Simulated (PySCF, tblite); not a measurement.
**C6H7FOS+ (doublet): geometry, infrared bands and EPR parameters**

Aim: predict the infrared bands and EPR parameters of C6H7FOS+ (doublet) (`[CH2+][CH]C1=C[S@@](=O)[C@H](F)C1`).

Computed with tblite 0.8.0 and PySCF 2.14.0, with density-fitted response routines of our own, on a single molecule in the gas phase. Atoms are numbered from 0 throughout.

## (1) The starting structure

16 atoms, charge 1, multiplicity 2; geometry from: force field or distance geometry start.

Bonds of the start (Å): C0–C1 1.44, C1–C2 1.44, C2–C3 1.34, C3–S4 1.80, S4–O5 1.49, S4–C6 1.83, C6–F7 1.36, C6–C8 1.53, C8–C2 1.51, C0–H9 1.07, C0–H10 1.08, C1–H11 1.09, C3–H12 1.08, C6–H13 1.09, C8–H14 1.09, C8–H15 1.09.

## (2) Optimising the geometry with GFN2-xTB

Job settings and geometry (Å):

```
{"job": {"kind": "relax", "xc": "GFN2-xTB", "basis": "xTB"}, "charge": 1, "multiplicity": 2}
C      2.622500     0.364100    -0.655400
C      1.469100    -0.464000    -0.921300
C      0.157000    -0.373400    -0.345100
C     -0.831800    -1.236500    -0.635800
S     -2.347400    -0.886900     0.262600
O     -2.297500    -1.757500     1.474400
C     -1.729300     0.773300     0.706200
F     -2.181400     1.696700    -0.181800
C     -0.205600     0.713400     0.632500
H      3.548500     0.149400    -1.147000
H      2.561000     1.191100     0.041600
H      1.650100    -1.287800    -1.609500
H     -0.718300    -2.095300    -1.273400
H     -2.089800     1.052400     1.698500
H      0.213300     0.476200     1.612200
H      0.172100     1.693600     0.329900
```

Launch:

```bash
$ OMP_NUM_THREADS=1 python probes_run.py task.json out
```

The driver reads the jobs from task.json and runs them one after another.

Standard output:

```text
step      E/eV     max force
  0    -758.63229    4.095
  1    -758.93058    1.003
  2    -758.98749    0.639
  3    -759.03013    0.416
  4    -759.04219    0.374
  5    -759.05696    0.264
  6    -759.06391    0.180
  7    -759.06838    0.149
  8    -759.07121    0.166
  9    -759.07444    0.171
 10    -759.07739    0.146
 11    -759.07991    0.122
 12    -759.08195    0.109
 13    -759.08395    0.119
 14    -759.08586    0.107
 15    -759.08755    0.115
 16    -759.08913    0.095
 17    -759.09097    0.156
 18    -759.09324    0.185
 19    -759.09550    0.129
 20    -759.09716    0.101
 21    -759.09839    0.088
 22    -759.09968    0.127
 23    -759.10118    0.131
 24    -759.10253    0.097
 25    -759.10349    0.072
 26    -759.10419    0.078
 27    -759.10499    0.086
 28    -759.10607    0.091
 29    -759.10734    0.103
 30    -759.10848    0.071
 31    -759.10941    0.072
 32    -759.11029    0.073
 33    -759.11135    0.101
 34    -759.11261    0.097
 35    -759.11383    0.081
 36    -759.11480    0.076
 37    -759.11562    0.089
 38    -759.11638    0.070
 39    -759.11709    0.062
 40    -759.11770    0.065
 41    -759.11838    0.083
 42    -759.11929    0.103
 43    -759.12052    0.117
 44    -759.12188    0.122
 45    -759.12333    0.107
 46    -759.12465    0.135
 47    -759.12620    0.120
 48    -759.12750    0.083
 49    -759.12899    0.090
 50    -759.13017    0.124
 51    -759.13217    0.143
 52    -759.13389    0.087
 53    -759.13544    0.107
 54    -759.13644    0.127
 55    -759.13810    0.153
 56    -759.14000    0.143
 57    -759.14292    0.156
 58    -759.14409    0.096
 59    -759.14558    0.113
 60    -759.14709    0.095
 61    -759.14859    0.103
 62    -759.15048    0.102
 63    -759.15287    0.105
 64    -759.15426    0.137
 65    -759.15617    0.099
 66    -759.15661    0.202
 67    -759.15885    0.086
 68    -759.16005    0.069
 69    -759.16170    0.075
 70    -759.16263    0.096
 71    -759.16391    0.083
 72    -759.16518    0.082
 73    -759.16625    0.077
 74    -759.16735    0.066
 75    -759.16822    0.067
 76    -759.16867    0.058
 77    -759.16896    0.048
 78    -759.16924    0.046
 79    -759.16981    0.041
 80    -759.17029    0.059
 81    -759.17081    0.079
 82    -759.17123    0.068
 83    -759.17166    0.051
 84    -759.17202    0.041
 85    -759.17226    0.029
 86    -759.17244    0.030
 87    -759.17264    0.039
 88    -759.17284    0.036
 89    -759.17300    0.030
 90    -759.17309    0.019
 91    -759.17316    0.022
 92    -759.17322    0.024
 93    -759.17331    0.025
 94    -759.17342    0.026
 95    -759.17355    0.028
 96    -759.17372    0.028
 97    -759.17388    0.024
 98    -759.17402    0.024
 99    -759.17414    0.024
100    -759.17425    0.025
101    -759.17436    0.025
102    -759.17446    0.028
103    -759.17456    0.024
104    -759.17466    0.029
105    -759.17479    0.033
106    -759.17494    0.029
107    -759.17509    0.032
108    -759.17523    0.036
109    -759.17538    0.036
110    -759.17555    0.034
111    -759.17571    0.029
112    -759.17585    0.028
113    -759.17601    0.032
114    -759.17622    0.038
115    -759.17647    0.044
116    -759.17673    0.043
117    -759.17691    0.036
118    -759.17701    0.018
119    -759.17705    0.014
120    -759.17708    0.010
121    -759.17709    0.009
```

Run time: 0.73 s. Hardware: 1 thread of Arm Neoverse V2, shared host.

Step by step: (not every step is listed)

```csv
step,energy from step 0 (eV),largest force (eV/Å)
0,0.0000,4.0951
1,-0.2983,1.0025
2,-0.3552,0.6393
3,-0.3978,0.4163
4,-0.4099,0.3741
5,-0.4247,0.2635
6,-0.4316,0.1804
7,-0.4361,0.1488
8,-0.4389,0.1660
18,-0.4610,0.1852
28,-0.4738,0.0910
38,-0.4841,0.0699
48,-0.4952,0.0832
58,-0.5118,0.0960
68,-0.5278,0.0695
78,-0.5369,0.0462
88,-0.5405,0.0363
98,-0.5417,0.0239
108,-0.5429,0.0361
116,-0.5444,0.0432
117,-0.5446,0.0359
118,-0.5447,0.0181
119,-0.5448,0.0139
120,-0.5448,0.0101
121,-0.5448,0.0088
```

Close pairs (by a distance rule), those that changed most:

```csv
bond,before (Å),after (Å),change (Å)
S4–C6,1.826,1.939,+0.113
C0–C1,1.445,1.340,-0.104
S4–O5,1.493,1.434,-0.059
C3–S4,1.796,1.773,-0.023
C6–F7,1.359,1.338,-0.020
C6–C8,1.527,1.512,-0.015
C2–C3,1.344,1.352,+0.008
C0–H9,1.070,1.078,+0.007
```

The final coordinates are the input of the step that follows.

## (3) Infrared spectrum with GFN2-xTB

Job settings and geometry (Å):

```
{"job": {"kind": "ir", "xc": "GFN2-xTB", "basis": "xTB"}, "charge": 1, "multiplicity": 2}
C      2.595439     0.287994    -0.540085
C      1.583436    -0.560743    -0.767504
C      0.212312    -0.342773    -0.383371
C     -0.751334    -1.275684    -0.556995
S     -2.359645    -0.737609    -0.040482
O     -2.997361    -1.702996     0.807246
C     -1.560731     0.710616     0.971423
F     -2.379907     1.765664     0.888233
C     -0.231639     0.931269     0.285878
H      3.579099     0.084147    -0.930028
H      2.493536     1.202471     0.021810
H      1.773484    -1.491073    -1.285408
H     -0.628965    -2.224612    -1.050272
H     -1.521697     0.369502     2.012678
H      0.518170     1.260909     1.011435
H     -0.331796     1.731861    -0.455969
```

Standard output:

```text
mode    cm-1     km/mol
  1      65.3      0.93
  2      77.9      3.35
  3     145.0      6.96
  4     187.7      3.95
  5     222.9     14.37
  6     261.0     13.68
  7     334.8      7.56
  8     366.0      8.56
  9     399.9      6.39
 10     435.0      1.65
 11     456.9     10.53
 12     529.7      0.23
 13     573.5     17.65
 14     633.4     20.41
 15     767.2     17.59
 16     780.7     52.10
 17     881.6      4.91
 18     889.3     15.55
 19     911.8     34.37
 20     962.5     70.26
 21     983.6     16.75
 22    1021.3     91.25
 23    1038.1      5.46
 24    1070.8      1.10
 25    1102.9     45.95
 26    1149.6     47.12
 27    1185.8    316.14
 28    1199.1      9.28
 29    1264.9     19.20
 30    1272.5     20.48
 31    1301.0     45.87
 32    1372.7     57.94
 33    1394.4     34.92
 34    1508.6    133.30
 35    1579.1     92.34
 36    2917.4     15.89
 37    2948.2      6.51
 38    2965.3     14.44
 39    3073.7      6.55
 40    3099.7     38.76
 41    3119.3     26.61
 42    3130.3     15.12
```

It took 0.48 s on 1 thread of Arm Neoverse V2, shared host.

Which atoms move in the most intense modes:

```csv
cm⁻¹,km/mol,atoms
781,52.1,"C3 40 %, H12 38 %"
962,70.3,"H11 40 %, H10 37 %"
1021,91.2,"H13 49 %, C6 30 %"
1150,47.1,"H13 29 %, H14 24 %, C6 23 %, F7 17 %"
1186,316.1,"O5 63 %, S4 33 %"
1373,57.9,"H9 44 %, H10 35 %, C1 14 %"
1509,133.3,"C2 55 %, C3 33 %"
1579,92.3,"C1 44 %, C0 41 %"
```

## (4) g tensor and hyperfine couplings: B3LYP/pcH-1

Settings changed since step 3:

```diff
@@ -1,2 +1,2 @@
-{"job": {"kind": "ir", "xc": "GFN2-xTB", "basis": "xTB"}, "charge": 1, "multiplicity": 2}
+{"job": {"kind": "epr", "basis": "pcH-1"}, "charge": 1, "multiplicity": 2}
 C      2.595439     0.287994    -0.540085
```

With the program's defaults for keys left out, this is: UKS B3LYP, pcH-1 on C F H O S, non-relativistic, mean-field spin-orbit, GIAO.

Standard output:

```text
UKS, coarse grid
  cycle   1  E = -805.48551525  |g| = 7.86e-01
  cycle   2  E = -803.44690515  |g| = 2.25e+00
  cycle   3  E = -805.64125385  |g| = 3.80e-01
  cycle   4  E = -805.66933655  |g| = 3.22e-01
  cycle   5  E = -805.72064337  |g| = 7.46e-02
  cycle   6  E = -805.72185843  |g| = 5.34e-02
  cycle   7  E = -805.72327056  |g| = 2.16e-02
  cycle   8  E = -805.72346239  |g| = 1.01e-02
  cycle   9  E = -805.72351674  |g| = 5.23e-03
  cycle  10  E = -805.72353291  |g| = 2.66e-03
  cycle  11  E = -805.72353595  |g| = 1.46e-03
  cycle  12  E = -805.72353728  |g| = 3.56e-04
UKS, final grid
  cycle   1  E = -805.72363363  |g| = 8.12e-04
  cycle   2  E = -805.72363131  |g| = 2.45e-03
  cycle   3  E = -805.72363396  |g| = 2.07e-04
  cycle   4  E = -805.72363398  |g| = 8.91e-05
  cycle   5  E = -805.72363399  |g| = 6.30e-05
  cycle   6  E = -805.72363400  |g| = 1.84e-05
E = -805.72363400 Eh   <S^2> = 0.7588 (exact 0.7500)
g shifts (ppm)      1          2          3
  rmc          -247       -247       -247
  gc              2         67         64
  oz_so         119       6992       8876
  total        -125       6812       8694
hyperfine (MHz)  atom isotope    a_iso     a_fc   dipolar eigenvalues
    0   13C      11.90      11.91    -12.70    -12.43     25.13
    1   13C      -5.63      -5.60     -4.30      0.03      4.28
    2   13C      11.39      11.41     -7.67     -6.34     14.01
    3   13C       8.56       8.30    -14.37    -10.31     24.69
    4   33S      94.24      94.40    -28.10    -23.50     51.60
    5   17O     -19.16     -18.04   -119.02     58.93     60.09
    6   13C      35.09      35.08    -11.06    -10.61     21.67
    7   19F       9.93       9.61    -27.73    -23.12     50.85
    8   13C       0.81       0.81     -2.06     -1.52      3.58
    9    1H      -7.16      -7.16     -6.13     -1.13      7.26
   10    1H      -8.02      -8.03     -4.82     -1.75      6.57
   11    1H       1.81       1.82     -2.11      0.37      1.75
   12    1H      -9.48      -9.52     -4.33     -1.95      6.28
   13    1H      12.50      12.50     -5.43      0.46      4.97
   14    1H      49.68      49.68     -2.07     -0.39      2.46
   15    1H       5.65       5.65     -2.00     -1.03      3.03
```

Wall time 2.2 min (1 thread of Arm Neoverse V2, shared host); peak memory 1.1 GiB.

Principal g values 2.00219, 2.00913, 2.01101; g(iso) = 2.00745, against 2.00232 for a free electron.

Hyperfine couplings; where a row names several nuclei, a(iso) is their mean (it holds for fast rotation or exchange) and the dipolar term the largest among them:

```csv
nuclei,isotope,a(iso) (MHz),"a(iso) (G, at g = 2.0023)",largest dipolar term (MHz)
S4,33S,94.2,33.6,51.6
H14,1H,49.7,17.7,2.5
C6,13C,35.1,12.5,21.7
O5,17O,-19.2,-6.8,-119.0
H13,1H,12.5,4.5,-5.4
C0,13C,11.9,4.2,25.1
C2,13C,11.4,4.1,14.0
F7,19F,9.9,3.5,50.9
H12,1H,-9.5,-3.4,6.3
C3,13C,8.6,3.1,24.7
"H9, H10",1H,-7.6,-2.7,7.3
H15,1H,5.7,2.0,3.0
C1,13C,-5.6,-2.0,-4.3
H11,1H,1.8,0.6,-2.1
```

Mulliken spin populations:

C0 0.16; C1 -0.02; C2 0.07; C3 0.10; S4 0.22; O5 0.36; C6 0.08; F7 0.01; C8 0.00; H9 -0.01; H10 -0.01; H11 0.00; H12 -0.01; H13 0.01; H14 0.02; H15 0.00

In first order the couplings over 0.8 MHz of 1H, 19F give 192 distinct lines over 37.2 G, if the averaged nuclei exchange fast; the same motion can average rows kept apart here too.

Orbitals, density, ELF and potential are computed afterwards from the orbital file.

ELF in a plane through or near 10 of the atoms.

Values, 10 rows by 14 columns:
```
0.00 0.00 0.00 0.00 0.00 0.00 0.00 0.00 0.00 0.00 0.00 0.00 0.00 0.00
0.00 0.00 0.00 0.00 0.00 0.00 0.00 0.00 0.00 0.00 0.00 0.00 0.00 0.00
0.00 0.00 0.00 0.00 0.03 0.00 0.07 0.05 0.00 0.25 0.20 0.00 0.00 0.00
0.00 0.00 0.00 0.16 0.99 0.28 0.85 0.74 0.14 0.63 0.78 0.08 0.00 0.00
0.00 0.00 0.64 0.60 0.90 0.37 0.40 0.40 0.81 0.21 0.13 0.00 0.00 0.00
0.00 0.00 0.99 0.99 0.76 0.23 0.35 0.54 0.12 0.75 0.45 0.10 0.00 0.00
0.00 0.00 0.04 0.01 0.81 0.90 0.30 0.42 0.85 0.22 0.75 0.69 0.09 0.00
0.00 0.00 0.00 0.01 0.98 0.92 0.14 1.00 0.59 0.06 0.54 0.33 0.01 0.00
0.00 0.00 0.00 0.00 0.00 0.00 0.07 0.92 0.19 0.00 0.01 0.00 0.00 0.00
0.00 0.00 0.00 0.00 0.00 0.00 0.00 0.00 0.00 0.00 0.00 0.00 0.00 0.00
```
The map spans 12.6 Å across and 10.2 Å up, centred on the molecule. Atoms in the plane (x, y in Å): C0 (-2.6, 0.3), C1 (-1.7, -0.7), C2 (-0.3, -0.4), C3 (0.6, -1.5), C6 (1.8, 0.9), C8 (0.3, 0.9), H9 (-3.7, 0.0), H10 (-2.4, 1.3), H11 (-2.0, -1.7), H12 (0.4, -2.5).

On the surface of density 0.002 e/bohr³ the electrostatic potential runs, from the 1st to the 99th percentile, from 2.35 V near O5 to 5.90 V near S4.

The spin density lies nearest to O5 31 %; S4 24 %; C0, C3 about 10 % each; C6 7 %.

## (5) Outcome

```
                                 quantity                  value
strongest single infrared mode (GFN2-xTB)  1186 cm⁻¹, 316 km/mol
             zero-point energy (GFN2-xTB)          70.9 kcal/mol
                           g(iso) (B3LYP)                2.00745
                                     ⟨S²⟩     0.759 (exact 0.75)
       largest a(iso) (averaged by class)    33S on S4, 94.2 MHz
```

The optimisation took 121 steps and gained 0.545 eV; among the close pairs (by a distance rule), S4–C6 changed most, from 1.826 to 1.939 Å. All 42 modes are real, so the xTB geometry is a minimum. The strongest single mode, at 1186 cm⁻¹, moves mainly O5 and S4. GFN2-xTB is a fitted tight-binding method: band positions and strengths are rough. Its intensities can rank the bands wrongly. The largest share of the spin, 0.36 e, sits on O5. The isotropic g lies 5.1 ppt above the free-electron value. These values are for one conformer; the search (at its own cheap level) found 2 more, at 0.00, 0.50 kcal/mol (those within 0.05 may be mirror or relabelled copies), and measured spectra average over such forms.
